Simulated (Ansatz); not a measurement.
# AlAsH4: the cost of one run

Method: PBE0-D4/def2-TZVP structures, single points in def2-TZVPP, no counterpoise correction; program: Ansatz 0.2.0, Gaussian basis.

Levels: SPW92, PBE-D4, BLYP-D4, r2SCAN-D4, B97M-V, PBE0-D4, B3LYP-D4, r2SCAN0-D4, BHLYP-D4, CAM-B3LYP-D4, wB97X-V, wB97M-V, B2PLYP, PBE-QIDH, RPA on PBE, Hartree-Fock, MP2, CCSD, CCSD(T).

Cores are frozen in the correlated methods. Filled d shells of the heavier atoms are correlated. B3LYP uses VWN-RPA correlation. B2PLYP carries no dispersion term here.

94 further runs of the same task are left out: 94 set aside as unsound or not needed.

## (1) The starting structure

The complex: 9 atoms, charge 0, spin multiplicity 1.

Atoms are counted from 1 here; the program's logs count them from 0.

Bond lengths: Al1–O2 2.020 Å, Al1–H3 1.598 Å, Al1–H4 1.589 Å, Al1–As6 2.471 Å, O2–H5 0.967 Å, O2–H7 0.965 Å, As6–H8 1.529 Å, As6–H9 1.529 Å. Angles: O2–Al1–H3 96.6°, O2–Al1–H4 103.3°, O2–Al1–As6 98.6°, H3–Al1–H4 120.2°, H3–Al1–As6 116.2°, H4–Al1–As6 115.6°, Al1–O2–H5 108.3°, Al1–O2–H7 111.8°, H5–O2–H7 107.6°, Al1–As6–H8 92.1°, Al1–As6–H9 92.9°, H8–As6–H9 92.3°.

Coordinates:

```
Al   -0.62605   -0.84286    0.33601
O    -0.91158    1.12215   -0.03641
H    -1.49668   -1.39014   -0.88687
H    -1.14784   -1.01073    1.82700
H    -0.04635    1.54003   -0.14255
As    1.82730   -0.91931    0.04963
H    -1.40566    1.26394   -0.85254
H     2.02377    0.31414    0.93132
H     1.78318   -0.07732   -1.22548
```

Its parts: AlAsH₄ holds atoms 1, 3, 4, 6, 8, 9; H₂O holds atoms 2, 5, 7. Each part counts its atoms afresh in its own runs.

## (2) Relaxing AlAsH₄ alone

relax-a/in.yaml

```yaml
crystal:
  periodic: [false, false, false]
  atoms:
    - {symbol: Al, position_ang: [-0.626050, -0.842865, 0.336006]}
    - {symbol: H, position_ang: [-1.496676, -1.390139, -0.886872]}
    - {symbol: H, position_ang: [-1.147844, -1.010729, 1.827001]}
    - {symbol: As, position_ang: [1.827301, -0.919306, 0.049632]}
    - {symbol: H, position_ang: [2.023769, 0.314137, 0.931316]}
    - {symbol: H, position_ang: [1.783182, -0.077324, -1.225485]}
basis:
  gaussian: {orbitals: def2-TZVP}
hamiltonian: {xc: pbe0, dispersion: d4}
relax: {f_tol: 0.005, max_steps: 200}
```

Run with:

```sh
$ ansatz run in.yaml --threads 4 --pin off --events-out ev --progress --plain --max-ram 9574MiB
```

**Question.** How long does this run take on 4 threads of Arm Neoverse V2, shared host?

About 7.5 s.
